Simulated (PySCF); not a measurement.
# C4H11GaP2: the cost of one run

Programs: PySCF 2.14.0, with routines of our own; each step states its level. All values are computed. Atoms count from 0.

## 1. The system as given

18 atoms, charge 0, multiplicity 1; geometry from: GFN2-xTB.

## 2. Magnetic properties: GIAO BHandHLYP/pcSseg-1

Job settings and geometry (Å):

```
{"job": {"kind": "mag", "xc": "BHandHLYP", "basis": "pcSseg-1", "isotopologues": 2}, "charge": 0, "multiplicity": 1}
C     -1.599091    -1.015065     2.020380
C     -0.668440    -1.030818     1.078410
C     -0.872671    -0.506838    -0.275675
C     -0.033565    -1.010191    -1.410213
P      0.410616     0.695518    -0.909430
P     -0.808855     1.898546    -2.237751
Ga     2.244014     0.557122     0.865951
H     -2.581092    -0.607784     1.839718
H     -1.415951    -1.410932     3.003397
H      0.316884    -1.447362     1.278167
H     -1.898882    -0.230787    -0.511642
H      0.710115    -1.763154    -1.170347
H     -0.508395    -1.136829    -2.375691
H      0.291257     2.431090    -2.910607
H     -0.853794     2.974115    -1.349269
H      2.646089    -0.913575     0.556153
H      3.202892     1.666245     0.362745
H      1.410109     0.857014     2.134048
```

With the program's defaults for keys left out, this is: GIAO BHandHLYP/pcSseg-1 magnetisability, rotational g tensor and spin-rotation constants, non-relativistic, gas phase.

Run with:

```bash
OMP_NUM_THREADS=1 python excited_run.py task.json out
```

One launch serves the whole session: the jobs run in the order shown.

Q: Estimate the wall time and peak memory of this first job on 1 thread of Arm Neoverse N1, shared host.

About 86 s, with a peak of 0.98 GiB.
